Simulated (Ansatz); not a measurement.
# InPt3: response to strain

Aim: deform InPt3 (equal xx and yy strain of -2 %) and compute stress, forces and field gradients with LAPW, PAW and all-electron datasets made for the crystal.

Program: Ansatz 0.2.0. Level of theory: DFT PBEsol, scalar-relativistic. These are calculated values, not measurements.

### Step 1. The starting structure

Symmetry: Pm-3m, No. 221, cubic system. The conventional cell has a = 3.988 Å, b = 3.988 Å, c = 3.988 Å, α = 90.00°, β = 90.00°, γ = 90.00°. In (site symmetry m-3m) has 12 Pt at 2.82 Å in its first shell of neighbours. Around Pt (site symmetry 4/mmm) lie 4 In at 2.82 Å and 8 Pt at 2.82 Å.

As a file:

```cif
data_structure
_symmetry_space_group_name_H-M 'P 1'
_symmetry_Int_Tables_number 1
_cell_length_a 3.9880
_cell_length_b 3.9880
_cell_length_c 3.9880
_cell_angle_alpha 90.000
_cell_angle_beta 90.000
_cell_angle_gamma 90.000
_cell_volume 63.43
loop_
_atom_site_label
_atom_site_type_symbol
_atom_site_fract_x
_atom_site_fract_y
_atom_site_fract_z
_atom_site_occupancy
In1 In 0.00000 0.00000 0.00000 1
Pt1 Pt 0.50000 0.50000 0.00000 1
Pt2 Pt 0.00000 0.50000 0.50000 1
Pt3 Pt 0.50000 0.00000 0.50000 1
```

Atoms are numbered in the order of the input: In1, Pt2, Pt3, Pt4.

### Step 2. After the deformation

Space group Pm-3m before, P4/mmm after.

### Step 3. LAPW, all electrons

The input, input.yaml:

```yaml
crystal:
  lattice:
    - [3.90824, 0.0, 0.0]
    - [0.0, 3.90824, 0.0]
    - [0.0, 0.0, 3.988]
  atoms:
    - { symbol: In, position: [0.0, 0.0, 0.0] }
    - { symbol: Pt, position: [0.5, 0.5, 0.0] }
    - { symbol: Pt, position: [0.0, 0.5, 0.5] }
    - { symbol: Pt, position: [0.5, 0.0, 0.5] }
kpoints:
  mp_grid: { grid: [10, 10, 10] }
  band_path:
    path:
      - [0.0, 0.0, 0.0]
      - [0.0, 0.5, 0.0]
      - [0.5, 0.5, 0.0]
      - [0.0, 0.0, 0.0]
      - [0.0, 0.0, 0.5]
      - [0.0, 0.5, 0.5]
      - [0.5, 0.5, 0.5]
      - [0.0, 0.0, 0.5]
      - [0.0, 0.5, 0.0]
    npoints: 5
scf:
  occupations: { method: fermi_dirac, width: 0.05 }
hamiltonian:
  xc: pbesol
  pseudopotentials: { kind: all_electron, lapw: { basis_error: 0.0005 } }
output:
  forces: true
  stress: true
  eigenvalues: true
```

On the command line:

```bash
$ ansatz run input.yaml --threads 1 --pin off --max-ram 4096MiB --backend cpu --events-out ev --progress --plain --runs-dir out
```

### Step 4. Frozen-core PAW

The input, input.yaml:

```yaml
crystal:
  lattice:
    - [3.90824, 0.0, 0.0]
    - [0.0, 3.90824, 0.0]
    - [0.0, 0.0, 3.988]
  atoms:
    - { symbol: In, position: [0.0, 0.0, 0.0] }
    - { symbol: Pt, position: [0.5, 0.5, 0.0] }
    - { symbol: Pt, position: [0.0, 0.5, 0.5] }
    - { symbol: Pt, position: [0.5, 0.0, 0.5] }
kpoints:
  mp_grid: { grid: [10, 10, 10] }
scf:
  occupations: { method: fermi_dirac, width: 0.05 }
hamiltonian:
  xc: pbesol
  pseudopotentials: { kind: paw }
output:
  forces: true
  stress: true
  eigenvalues: true
  efg: { contact_densities: true }
```

### Step 5. All-electron PAW on datasets made for the crystal

input.yaml, as its differences from that of step 4:

```diff
@@ -16,3 +16,3 @@
   xc: pbesol
-  pseudopotentials: { kind: paw }
+  pseudopotentials: { kind: all_electron, datasets: crystal }
 output:
```

(Steps that only read results are left out.)

Before running it: what results should come out? Wanted: pressure; largest shear or deviatoric stress.

**Answer**, as computed:

```
                                 quantity                                              value
                                 pressure  LAPW 11.35, PAW 11.37, crystal datasets 11.35 GPa
largest shear or deviatoric stress (LAPW)                                           1.98 GPa
```

What this shows: The largest part of the stress beyond the pressure is 1.98 GPa in size, in the zz component; the atoms are carried along and not relaxed. No run of the undeformed cell stands beside it, so pressure and stress hold what the given cell had before the change, as far as its symmetry allows. PAW: stress within 0.02 GPa of LAPW. Crystal datasets: stress within 0.01 GPa of LAPW. Spin-orbit coupling is left out, though the cell holds Pt; in elements this heavy it can shift bands and gaps by tenths of an eV.
